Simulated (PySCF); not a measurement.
# [Dy(OH)2]+: other functionals and bases at one geometry

One table from this session's results is given with a row withheld; the runs are named, their logs left out.

The runs use PySCF 2.14.0; several levels, as the steps say, no spin–orbit coupling.

1 further run of the same task is left out (for a known fault of the program).

## Starting geometry

5 atoms, charge 1, spin multiplicity 1.

Bond lengths: Dy1–O2 1.954 Å, Dy1–O4 1.954 Å, O2–H3 0.963 Å, O4–H5 0.963 Å. Angles: O2–Dy1–O4 113.2°, Dy1–O2–H3 166.5°, Dy1–O4–H5 166.5°.

Coordinates:

```xyz
5
charge 1, multiplicity 1
Dy    0.0000    0.0000   -0.5656
O     1.6313   -0.0345    0.5098
H     2.2894   -0.0482    1.2124
O    -1.6313    0.0345    0.5098
H    -2.2894    0.0482    1.2124
```

Formal oxidation states: Dy +3. Each metal's 9 4f electrons lie in its core potential, so multiplicities, spins and levels count the valence alone. An earlier session relaxed this geometry at PBE0, Dy lcecp-1-SVP with ECP55, O def2-SVP, H def2-SVP (singlet, point group C2v).

At PBE0 on the finer grid: E = -188.331611 Eh, HOMO -13.64 eV, LUMO -7.07 eV, Mulliken charge on Dy1 +1.39 e, largest force component 0.009 eV/Å. 

Levels to run: TPSSh; BP86; PBE0, TZVP. Hardware: 2 threads of Arm Neoverse V2, shared host.

The first run:

Contents of run.py (the lines that set the calculation):

```python
mol = gto.M(atom='''
Dy     0.00000     0.00000    -0.56557
O      1.63132    -0.03451     0.50975
H      2.28936    -0.04817     1.21235
O     -1.63132     0.03451     0.50975
H     -2.28936     0.04817     1.21235''',
    basis={'Dy': 'lcecp-1-SVP', 'O': 'def2-SVP', 'H': 'def2-SVP'},
    ecp={'Dy': 'lcecp-1-SVP'},
    charge=1, spin=0)
mf = dft.RKS(mol, xc='TPSSH')
mf.grids.atom_grid = (75, 302)  # f atoms: unpruned, at least (60, 302)
mf = mf.density_fit()  # fitting sets: Dy AutoAux, O def2-universal-JKFIT, H def2-universal-JKFIT
mf.conv_tol = 1e-08; mf.max_cycle = 55
mf.kernel(dm0)  # dm0: the density of the relaxed state
```

Run with:

```
OMP_NUM_THREADS=2 python run.py
```

Among the steps run: TPSSh; BP86; PBE0, TZVP.

One of the session's tables, all rows but one given; the rest of the session is left out.

| level | HOMO (eV) | gap (eV) | charge on Dy1 (e) | dipole (D) | largest force component (eV/Å) |
| --- | --- | --- | --- | --- | --- |
| PBE0 (relaxed here) | -13.64 | 6.58 | 1.39 | 2.48 | 0.01 |
| TPSSh | ? | ? | ? | ? | ? |
| BP86 | -12.15 | 4.49 | 1.25 | 2.08 | 0.45 |
| PBE0, TZVP | -13.69 | 6.65 | 1.77 | 2.68 | 0.18 |

Estimate the missing values for TPSSh.

As computed: HOMO (eV): -12.72; gap (eV): 5.43; charge on Dy1 (e): 1.36; dipole (D): 2.38; largest force component (eV/Å): 0.33. In the column «HOMO (eV)» it lies between PBE0 (relaxed here) (-13.64) and BP86 (-12.15).

The dipole of a charged species depends on the origin, so these sizes hold for this origin alone.

In one basis the HOMO–LUMO gap runs from 4.49 eV (BP86) to 6.58 eV (PBE0). The largest leftover force, 0.45 eV/Å with BP86, stands at a geometry relaxed at another level. With 4f in the core, its levels are missing from HOMO and gap, and its count is fixed, so no charge can pass from the ligands into it. Total energies of different levels can't be compared.
